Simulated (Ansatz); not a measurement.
Working through a geometry optimisation of CH8OSiSn, SMILES [CH3][SnH2][SiH2]O

Program: the Python package of Ansatz (0.2.0).

The cells in order, each with its output:

```python
import itertools

import ansatz as az
from ase.data import atomic_numbers, covalent_radii
import numpy as np
import pandas as pd

mol = (
    az.Crystal.molecule()
    .atom("C", (-1.532, 1.0078, 0.7925))
    .atom("Sn", (-0.6397, -0.8232, 0.3428))
    .atom("Si", (1.6989, -0.3876, -0.3944))
    .atom("O", (1.8042, 0.6583, -1.7514))
    .atom("H", (-1.026, 1.555, 1.579))
    .atom("H", (-1.571, 1.7062, -0.1283))
    .atom("H", (-2.6015, 0.8757, 1.1013))
    .atom("H", (-1.4651, -1.6051, -0.9546))
    .atom("H", (-0.6348, -1.8096, 1.8182))
    .atom("H", (2.4705, 0.2533, 0.7422))
    .atom("H", (2.3682, -1.6628, -0.7076))
    .atom("H", (1.2053, 0.1768, -2.4057))
)
```

```python
calculation = (
    mol.calculation()
    .basis(gaussian="def2-SVP")
    .functional("B3LYP", dispersion="d4")
    .scf(lower_state_search="standard")
)
symbols = [site.symbol for site in mol.cartesian_sites]
start = np.array([site.position_ang for site in mol.cartesian_sites], dtype=float)
def progress(event):
    if event["event"] == "relax_step":
        row = event["data"]
        print(f"step {row['step']:3d}  E = {row['lagrangian_ev']:.6f} eV  largest force component {row['allowed_force_max_ev_ang']:.4f} eV/A")
```

```python
summary = calculation.relax(force_tolerance=0.02).session().plan().execute(on_event=progress).report
end = np.array(summary["positions_ang"])
```

    step   1  E = -16921.745614 eV  largest force component 1.8818 eV/A
    step   2  E = -16921.979212 eV  largest force component 1.3377 eV/A
    step   3  E = -16922.037275 eV  largest force component 1.2604 eV/A
    step   4  E = -16922.059197 eV  largest force component 1.0749 eV/A
    step   5  E = -16922.073921 eV  largest force component 0.9318 eV/A
    step   6  E = -16922.100733 eV  largest force component 0.2382 eV/A
    step   7  E = -16922.108567 eV  largest force component 0.0455 eV/A
    step   8  E = -16922.109376 eV  largest force component 0.0109 eV/A
    step   9  E = -16922.109535 eV  largest force component 0.0382 eV/A
    step  10  E = -16922.109596 eV  largest force component 0.0355 eV/A
    step  11  E = -16922.109698 eV  largest force component 0.0170 eV/A
    step  12  E = -16922.109779 eV  largest force component 0.0197 eV/A

```python
print("reference energy %16.6f eV" % summary["reference_energy_ev"])
print("total energy     %16.6f eV" % summary["free_energy_ev"])
print("occupied orbitals outside the frozen core (up, down):", summary["n_occupied"], " frozen:", summary["n_frozen"], " virtual:", summary["n_virtual"])

# pairs closer than 1.2 times the sum of covalent radii, before or after
radius = [covalent_radii[atomic_numbers[s]] for s in symbols]
span = lambda where, i, j: np.linalg.norm(where[i] - where[j])
bonded = [(i, j) for i, j in itertools.combinations(range(len(symbols)), 2) if min(span(start, i, j), span(end, i, j)) < 1.2 * (radius[i] + radius[j])]
print("pair        before    after (A)")
for i, j in bonded:
    print(f"{symbols[i]}{i}-{symbols[j]}{j}".ljust(10), f"{span(start, i, j):8.4f} {span(end, i, j):8.4f}")
```

    reference energy    -16921.719390 eV
    total energy        -16922.110079 eV
    occupied orbitals outside the frozen core (up, down): [29, 29]  frozen: 0  virtual: [83, 83]
    pair        before    after (A)
    C0-Sn1       2.0859   2.1765
    C0-H4        1.0835   1.0995
    C0-H5        1.1564   1.0997
    C0-H6        1.1210   1.0995
    Sn1-Si2      2.4904   2.5953
    Sn1-H7       1.7251   1.7303
    Sn1-H8       1.7748   1.7270
    Si2-O3       1.7165   1.6794
    Si2-H9       1.5159   1.4890
    Si2-H10      1.4738   1.4990
    O3-H11       1.0093   0.9642

```python
charges = summary["charge_distribution"]
table = pd.DataFrame({"atom": symbols, "mulliken": charges["mulliken_charges_e"], "lowdin": charges["lowdin_charges_e"]})
print(table.round(3).to_string())
print("dipole (e A):", np.round(charges["dipole_moment_e_ang"], 4) + 0.0)
with open("ch8osisn_opt.xyz", "w") as handle:
    handle.write(f"{len(symbols)}\nrelaxed CH8OSiSn\n")
    handle.writelines(f"{s:2s} {x:11.6f} {y:11.6f} {z:11.6f}\n" for s, (x, y, z) in zip(symbols, end))
```

       atom  mulliken  lowdin
    0     C    -0.246  -0.097
    1    Sn     0.267   0.186
    2    Si     0.473   0.234
    3     O    -0.408   0.019
    4     H     0.049   0.009
    5     H     0.050   0.009
    6     H     0.051   0.008
    7     H    -0.107  -0.090
    8     H    -0.103  -0.088
    9     H    -0.101  -0.083
    10    H    -0.115  -0.096
    11    H     0.189  -0.012
    dipole (e A): [-0.128  -0.0455 -0.1132]

It writes `ch8osisn_opt.xyz`:
```text
12
relaxed CH8OSiSn
C    -1.626242    1.065384    0.858266
Sn   -0.649827   -0.815505    0.362076
Si    1.792524   -0.403844   -0.413035
O     1.802914    0.520073   -1.815401
H    -1.136421    1.521278    1.730689
H    -1.553376    1.756174    0.005742
H    -2.686569    0.889745    1.090323
H    -1.539311   -1.559009   -0.922407
H    -0.738329   -1.870120    1.726747
H     2.533911    0.400653    0.596980
H     2.514747   -1.704119   -0.599406
H     1.362979    0.144091   -2.586574
```

Caveats:
- These settings explore the input space; basis and method may be short of convergence.
- The end point is the stationary point reached from this start; no frequency run checks that it is a minimum, and the basis set is modest.
- def2 sets replace the cores of elements past krypton by effective core potentials.
- The Löwdin charges here are taken after orthogonalising the functions within each atom; they differ from plain Löwdin charges, and their signs can be unphysical.
- Total less reference energy is the dispersion correction.
- b3lyp holds the VWN-RPA fit, as in Gaussian; the form of ORCA and Turbomole is b3lyp5.
- Finished in 63 s on 1 thread of Intel(R) Xeon(R) Platinum 8488C (Sapphire Rapids), on a shared host, peak memory 0.39 GiB.

(Lines on the test bed's own set-up are left out of the output.)
